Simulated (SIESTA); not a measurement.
The system is In3Se.

```
CELL_PARAMETERS angstrom
4.80376 0.00000 0.00000
0.00000 4.80376 0.00000
0.00000 0.00000 4.80376
ATOMIC_POSITIONS crystal
In 0.50000 0.50000 0.00000
In 0.50000 0.00000 0.50000
In 0.00000 0.50000 0.50000
Se 0.00000 0.00000 0.00000
```

The cell comes from a database or a generator and needn't be the stable form of this composition.

| Item | Value |
| --- | --- |
| Program | SIESTA 5.4.2 |
| Task | single point |
| Functional | PBE |
| Potentials or basis | PseudoDojo 0.4 standard (PBE files) |
| Basis | DZP (energy shift 0.003 Ry; two zetas on semicore shells) |
| Grid cutoff | 500 Ry |
| Energy shift | 0.003 Ry |
| k mesh | 6 × 6 × 6 |
| Occupations | fermi-dirac, width 0.05 eV |
| Spin | no spin polarisation |

On this cell: pressure 0.2 GPa; largest force zero by symmetry; band gap on the k mesh none (metal or under the smearing width).

The same run follows on a disturbed copy (atoms moved at random, drawn with an rms of 0.05 Å):

```
In Se
1.0
     4.80376    0.00000    0.00000
     0.00000    4.80376    0.00000
     0.00000    0.00000    4.80376
In Se
3 1
Direct
  0.48741 0.50876 0.00027
  0.50240 0.99353 0.49784
  0.99282 0.49728 0.49887
  0.99876 0.00056 0.00079
```

Question: What does the disturbed cell give?

Answer: The energy (extrapolated to zero smearing) moves by +1.1 meV/atom; pressure 0.3 GPa; largest force 0.117 eV/Å; band gap on the k mesh none (metal or under the smearing width).

Forces in eV/Å, atoms in the order of the input:
```
In   0.021 -0.087 -0.025
In  -0.032  0.111  0.018
In   0.019 -0.045  0.015
Se  -0.006  0.020 -0.009
```

Caveats: the basis of atomic orbitals isn't converged, which shifts pressures, moduli and gaps.
